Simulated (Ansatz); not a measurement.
Molecular dynamics of Te$_{8}$HPd$_{4}$

The input (input.yaml):

```yaml
crystal:
  lattice:
    - [-2.012, 3.484886, 5.113]
    - [4.024, 0.0, 5.113]
    - [4.024, 6.969772, 0.0]
  atoms:
    - { symbol: Te, position: [0.3007609, 0.96907837, 0.18662988] }
    - { symbol: Te, position: [0.14379132, 0.53002718, 0.05656007] }
    - { symbol: Pd, position: [-0.00074637, -0.02212288, 0.00787395] }
    - { symbol: Te, position: [0.34124904, 0.96821336, 0.70340204] }
    - { symbol: Te, position: [0.13731172, 0.59545087, 0.59440485] }
    - { symbol: Pd, position: [-0.00507406, 0.02131312, 0.52432756] }
    - { symbol: Te, position: [0.76019427, 0.48077169, 0.38607442] }
    - { symbol: Te, position: [0.65306818, 0.0302793, 0.3405096] }
    - { symbol: Pd, position: [0.48313515, 0.5321057, 0.20307636] }
    - { symbol: Te, position: [0.78065607, 0.45236388, 0.90760061] }
    - { symbol: Te, position: [0.70596119, 0.04661122, 0.83407541] }
    - { symbol: Pd, position: [0.46735797, 0.49600816, 0.74919591] }
    - { symbol: H, position: [0.31832819, 0.45857971, 0.39366374] }
basis:
  ecutwfc: 420.0
kpoints:
  mp_grid: { grid: [3, 3, 2] }
hamiltonian:
  xc: pbesol
scf:
  occupations: { method: fermi_dirac, width: 0.05 }
  lower_state_search: "off"
  convergence: { dr2_threshold: 0.1 }
  max_iter: 62
md:
  timestep: 0.5
  n_steps: 200
  ensemble: nvt_langevin
  temperature: 2100.0
  initial_velocities: maxwell_boltzmann
  seed: 442081
  friction: 0.02
```

Launched with:

```bash
$ ansatz run input.yaml --threads 4 --pin off --max-ram 10240MiB --backend cpu --events-out ev --progress --plain --runs-dir out
```

It goes on from the last frame of an earlier run, with new velocities.

Output, in part (step lines):

```
md step     0: t =     0.00 fs  T =  1938.5 K  F+E_penalty+E_count = -82856.42859485 eV  E_kin = 3.257352 eV  (6 SCF iters)
md step     1: t =     0.50 fs  T =  1902.8 K  F+E_penalty+E_count = -82856.40932318 eV  E_kin = 3.197480 eV  (6 SCF iters)
md step     2: t =     1.00 fs  T =  1824.2 K  F+E_penalty+E_count = -82856.38561448 eV  E_kin = 3.065310 eV  (6 SCF iters)
md step     3: t =     1.50 fs  T =  1613.1 K  F+E_penalty+E_count = -82856.35662876 eV  E_kin = 2.710623 eV  (6 SCF iters)
md step     4: t =     2.00 fs  T =  1586.4 K  F+E_penalty+E_count = -82856.32262072 eV  E_kin = 2.665731 eV  (6 SCF iters)
md step     5: t =     2.50 fs  T =  1396.5 K  F+E_penalty+E_count = -82856.28519904 eV  E_kin = 2.346656 eV  (2 SCF iters)
md step     6: t =     3.00 fs  T =  1362.7 K  F+E_penalty+E_count = -82856.24477376 eV  E_kin = 2.289836 eV  (2 SCF iters)
md step     7: t =     3.50 fs  T =  1381.8 K  F+E_penalty+E_count = -82856.20018948 eV  E_kin = 2.321965 eV  (2 SCF iters)
[... lines left out ...]
md step   199: t =    99.50 fs  T =  1891.9 K  F+E_penalty+E_count = -82855.39412941 eV  E_kin = 3.179106 eV  (2 SCF iters)
md step   200: t =   100.00 fs  T =  1633.5 K  F+E_penalty+E_count = -82855.40326616 eV  E_kin = 2.744940 eV  (6 SCF iters)
```

The steps, from the saved trajectory:

| time (fs) | T (K) | potential energy less start (eV) |
| --- | --- | --- |
| 0 | 1938 | 0.000 |
| 3 | 1363 | 0.184 |
| 6 | 1196 | 0.390 |
| 9 | 1535 | 0.161 |
| 12 | 1746 | 0.553 |
| 15 | 1651 | 0.407 |
| 18 | 1572 | 0.155 |
| 21 | 1766 | 0.115 |
| 24 | 2138 | 0.142 |
| 27 | 1939 | 0.228 |
| 30 | 1769 | 0.423 |
| 33 | 1471 | 0.523 |
| 36 | 1665 | 0.440 |
| 39 | 1584 | 0.455 |
| 42 | 1708 | 0.496 |
| 45 | 1870 | 0.556 |
| 48 | 1652 | 0.669 |
| 51 | 1661 | 0.675 |
| 54 | 1847 | 0.722 |
| 57 | 2096 | 0.825 |
| 60 | 1643 | 1.028 |
| 63 | 1347 | 1.244 |
| 66 | 1525 | 1.380 |
| 69 | 1427 | 1.396 |
| 72 | 1619 | 1.328 |
| 75 | 1980 | 1.270 |
| 78 | 1694 | 1.331 |
| 81 | 1767 | 1.314 |
| 84 | 1914 | 1.271 |
| 87 | 1805 | 1.228 |
| 90 | 1566 | 1.155 |
| 93 | 1842 | 1.125 |
| 96 | 1778 | 1.086 |
| 99 | 1833 | 1.044 |

The run went to its last step. The mean temperature of the second half is 18 % below the set value. A run of 0.1 ps of so small a system gives no equilibrium averages. The SCF threshold is loose, so the forces are noisy. Limits of this set-up: coarse k mesh, odd electron count without spin, a small cell, in which the defect meets its images.

Mean squared displacements from the first frame to the last, about the centre of mass: Te 0.08 Å², Pd 0.13 Å², H 0.77 Å².

Last frame:

```xyz
13
Lattice="-2.0120 3.4849 5.1130 4.0240 0.0000 5.1130 4.0240 6.9698 0.0000" Properties=species:S:1:pos:R:3
Te 4.032 2.465 6.706
Te 2.121 1.129 3.721
Pd -0.121 0.036 0.118
Te 5.869 5.886 6.598
Te 4.598 4.577 3.504
Pd 2.315 3.449 0.217
Te 1.925 5.542 6.274
Te 0.155 4.346 3.492
Pd 1.951 3.400 4.760
Te 3.930 9.289 6.537
Te 2.130 7.967 3.869
Pd 3.994 6.604 5.214
H 2.954 3.336 3.316
```

Time of the run: 7.4 min on 4 threads of Intel(R) Xeon(R) Platinum 8375C CPU @ 2.90GHz (Ice Lake), with other jobs on the host, peak memory 1.4 GiB.
